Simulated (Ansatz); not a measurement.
Geometry optimisation, DFT PBEsol, scalar-relativistic, plane waves, PAW in Ansatz 0.2.0.

Input file:

```yaml
crystal:
  lattice:
    - [5.629794, 0.0, 0.0]
    - [-2.814897, 4.875545, 0.0]
    - [0.0, 0.0, 18.401213]
  atoms:
    - { symbol: Ce, position: [0.0, 0.0, 0.05434424] }
    - { symbol: Si, position: [0.33333332, 0.66666663, 0.05434424] }
    - { symbol: Si, position: [0.66666667, 0.33333332, 0.05434424] }
    - { symbol: Ru, position: [-2.0e-08, 0.49999998, 0.15218586] }
    - { symbol: Ru, position: [0.5, 0.49999998, 0.15218586] }
    - { symbol: Ru, position: [0.50000001, 0.0, 0.15218586] }
    - { symbol: Ce, position: [0.0, 0.0, 0.25002748] }
    - { symbol: Si, position: [0.33333332, 0.66666663, 0.25002748] }
    - { symbol: Si, position: [0.66666667, 0.33333332, 0.25002748] }
    - { symbol: Ru, position: [-2.0e-08, 0.49999998, 0.34786911] }
    - { symbol: Ru, position: [0.5, 0.49999998, 0.34786911] }
    - { symbol: Ru, position: [0.50000001, 0.0, 0.34786911] }
    - { symbol: C, position: [-3.0e-08, 0.66666663, 0.45981825] }
    - { symbol: H, position: [0.33333329, 1.33333327, 0.43210268] }
    - { symbol: H, position: [0.20844848, 0.80146858, 0.49025102] }
    - { symbol: H, position: [-0.13310944, 0.74235992, 0.49025102] }
    - { symbol: H, position: [-3.0e-08, 0.66666663, 0.52992232] }
basis:
  ecutwfc: 420.0
kpoints:
  mp_grid: { grid: [5, 5, 1] }
hamiltonian:
  xc: pbesol
scf:
  occupations: { method: gaussian, width: 0.15 }
  lower_state_search: "off"
relax:
  f_tol: 0.03
  max_steps: 60
  adjacent_minimum: "off"
  constraints: [{ sites: [0, 1, 2] }]
```

Launched with:

```bash
$ ansatz run input.yaml --threads 4 --pin off --max-ram 10240MiB --backend cpu --events-out ev --progress --plain --runs-dir out
```

Q: Where does it end, and by what steps?

A: It converged. Limits of this set-up: coarse k mesh, thin slab, slab without dipole correction, magnetic elements without spin, no dispersion correction for a molecule that may bind weakly. After 22 steps the energy has fallen by 5.100 eV; H15 moved furthest, 2.10 Å. Joined: Ce7–H14 (3.84 → 2.61 Å), Ru11–C13 (3.23 → 2.23 Å), Ru11–H16 (3.19 → 1.85 Å), Ru12–H14 (2.93 → 1.80 Å).

| step | energy less start (eV) | largest force component (eV/Å) | accepted |
| --- | --- | --- | --- |
| 0 | 0.0000 | 2.989 | yes |
| 1 | -1.5359 | 3.377 | yes |
| 2 | -2.6199 | 2.343 | yes |
| 3 | -3.1734 | 1.580 | yes |
| 4 | -3.5781 | 1.195 | yes |
| 5 | -3.8466 | 0.635 | yes |
| 6 | -4.0500 | 0.370 | yes |
| 7 | -4.1756 | 0.243 | yes |
| 8 | -4.2664 | 0.269 | yes |
| 9 | -4.3679 | 0.347 | yes |
| 10 | -4.4852 | 0.363 | yes |
| 11 | -4.5501 | 0.315 | yes |
| 12 | -4.6168 | 0.193 | yes |
| 13 | -4.7059 | 0.242 | yes |
| 14 | -4.8109 | 0.267 | yes |
| 15 | -4.8982 | 0.375 | yes |
| 16 | -4.9401 | 0.553 | yes |
| 17 | -5.0145 | 0.229 | yes |
| 18 | -5.0642 | 0.178 | yes |
| 19 | -5.0834 | 0.351 | yes |
| 20 | -5.0970 | 0.103 | yes |
| 21 | -5.0995 | 0.044 | yes |
| 22 | -5.1003 | 0.026 | yes |

```xyz
17
Lattice="5.6298 0.0000 0.0000 -2.8149 4.8755 0.0000 0.0000 0.0000 18.4012" Properties=species:S:1:pos:R:3
Ce 0.000 0.000 1.000
Si 0.000 3.250 1.000
Si 2.815 1.625 1.000
Ru -1.302 2.239 2.628
Ru 1.484 2.500 2.763
Ru 2.706 -0.037 2.762
Ce 0.111 -0.002 4.725
Si -0.119 3.180 4.471
Si 2.939 1.699 4.489
Ru -1.519 2.558 6.282
Ru 1.393 2.505 6.083
Ru 2.982 -0.009 6.048
C -2.882 3.265 7.683
H -1.266 5.700 6.740
H -2.791 4.350 7.874
H -4.041 3.038 7.845
H -2.447 2.694 8.533
```

Time of the run: 5.2 min on 4 threads of Intel(R) Xeon(R) Platinum 8259CL CPU @ 2.50GHz (Skylake/Cascade Lake), on a shared host, peak memory 1.6 GiB.
